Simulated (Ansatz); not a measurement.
# ZrZn: structure and electronic properties

The task here is to estimate one member of a computed series from the others.

Program: Ansatz 0.2.0. Level of theory: DFT r2SCAN, scalar-relativistic, plane waves, PAW. These are calculated values, not measurements.

### The starting structure

The structure is cubic, space group Pm-3m (No. 221). Conventional cell: a = 3.336 Å, b = 3.336 Å, c = 3.336 Å, α = 90.00°, β = 90.00°, γ = 90.00°. Around Zr (site symmetry m-3m) lie 8 Zn at 2.89 Å. Around Zn (site symmetry m-3m) lie 8 Zr at 2.89 Å.

Coordinates:

```cif
data_structure
_symmetry_space_group_name_H-M 'Pm-3m'
_symmetry_Int_Tables_number 221
_cell_length_a 3.3360
_cell_length_b 3.3360
_cell_length_c 3.3360
_cell_angle_alpha 90.000
_cell_angle_beta 90.000
_cell_angle_gamma 90.000
_cell_volume 37.13
loop_
_atom_site_label
_atom_site_type_symbol
_atom_site_symmetry_multiplicity
_atom_site_Wyckoff_symbol
_atom_site_fract_x
_atom_site_fract_y
_atom_site_fract_z
_atom_site_occupancy
Zr1 Zr 1 b 0.50000 0.50000 0.50000 1
Zn1 Zn 1 a 0.00000 0.00000 0.00000 1
```

The structure comes from the Crystallography Open Database.

Set-up of the first run:

(A quick probe on a coarse mesh, which set the mesh and smearing, is not shown.)

input.yaml reads:

```yaml
crystal:
  lattice:
    - [3.336, 0.0, 0.0]
    - [0.0, 3.336, 0.0]
    - [0.0, 0.0, 3.336]
  atoms:
    - { symbol: Zr, position: [0.5, 0.5, 0.5] }
    - { symbol: Zn, position: [0.0, 0.0, 0.0] }
basis:
  ecutwfc: 500
kpoints:
  mp_grid: { grid: [12, 12, 12] }
hamiltonian:
  xc: r2scan
scf:
  occupations: { method: gaussian, width: 0.1 }
output:
  forces: true
  stress: true
  eigenvalues: true
  write_density: true
  write_potential: true
  elf: true
  volumetric_format: npy
relax:
  adjacent_minimum: "off"
  f_tol: 0.005
  max_steps: 80
  cell: { stress_tol: 0.05 }
```

The run is started by

```
$ ansatz run input.yaml --threads 1 --pin off --max-ram 2560MiB --backend cpu --events-out ev --progress --plain --runs-dir out
```

Steps of the session up to this table: Full relaxation; Bands, states and charges; Point at V/V0 = 0.97; Volume × 1.03; Volume × 0.94; Point at V/V0 = 1.06.

One table of the session follows, with a row left open; its other results are not shown here.

It belongs to the step «Equation of state». 

```
volume (Å³/atom)  energy above the lowest point (meV/atom)  pressure (GPa)
          17.252                                      26.0            8.02
          17.803                                         ?               ?
          18.353                                       0.0           -0.04
          18.904                                       5.8           -3.22
          19.454                                      21.7           -5.94
```

Q: Estimate the row for volume (Å³/atom) = 17.803 from the others.

Worked estimate for «energy above the lowest point (meV/atom)». A straight line through the neighbours (17.252, 26.0) and (18.353, 0.0) gives 26.0 + (0.0 − 26.0) × (17.803 − 17.252) / (18.353 − 17.252) = 13.0; a parabola fitted to 3 rows on both sides gives 6.7.

As computed: energy above the lowest point (meV/atom): 6.1; pressure (GPa): 3.68. In «energy above the lowest point (meV/atom)» the line misses by +6.9 and the parabola by +0.6.

Limits of these values: The start is a reported cell, which holds thermal expansion that this zero-temperature run lacks. The projections leave out shells that the potentials don't hold, such as empty d states.
